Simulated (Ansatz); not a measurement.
# Pt (hcp type): the cost of one run

Program: Ansatz 0.2.0. Level of theory: DFT LDA, with the methods named in each step. These are calculated values, not measurements.

## (1) Starting point

The structure is hexagonal, space group P6_3/mmc (No. 194). The conventional cell has a = 2.761 Å, b = 2.761 Å, c = 4.473 Å, α = 90.00°, β = 90.00°, γ = 120.00°. Around Pt (site symmetry -6m2) lie 12 Pt at 2.75 to 2.76 Å.

Coordinates:

```cif
data_structure
_symmetry_space_group_name_H-M 'P 1'
_symmetry_Int_Tables_number 1
_cell_length_a 2.7614
_cell_length_b 2.7614
_cell_length_c 4.4735
_cell_angle_alpha 90.000
_cell_angle_beta 90.000
_cell_angle_gamma 120.000
_cell_volume 29.54
loop_
_atom_site_label
_atom_site_type_symbol
_atom_site_fract_x
_atom_site_fract_y
_atom_site_fract_z
_atom_site_occupancy
Pt1 Pt 0.33333 0.66667 0.25000 1
Pt2 Pt 0.66667 0.33333 0.75000 1
```

Whether this phase is the stable one at these pressures isn't tested.

Atoms are numbered in the order of the input: Pt1, Pt2.

## (2) Cell relaxed at zero pressure, PAW

input.yaml reads:

```yaml
crystal:
  lattice:
    - [2.761413323, 0.0, 0.0]
    - [-1.3807066615, 2.391454088, 0.0]
    - [0.0, 0.0, 4.4734895832]
  atoms:
    - { symbol: Pt, position: [0.3333333333, 0.6666666667, 0.25] }
    - { symbol: Pt, position: [0.6666666667, 0.3333333333, 0.75] }
kpoints:
  mp_grid: { grid: [16, 16, 9] }
scf:
  occupations: { method: fermi_dirac, width: 0.08 }
hamiltonian:
  xc: lda
  pseudopotentials: { kind: paw }
output:
  forces: true
  stress: true
relax:
  f_tol: 0.005
  max_steps: 40
  cell: {}
```

The run is started by

```sh
$ ansatz run input.yaml --threads 1 --pin off --max-ram 2048MiB --backend cpu --events-out ev --progress --plain --runs-dir out
```

Q: Estimate wall time and peak memory on 1 thread of Arm Neoverse V1, shared host.

About 23 s, with a peak of 0.35 GiB.
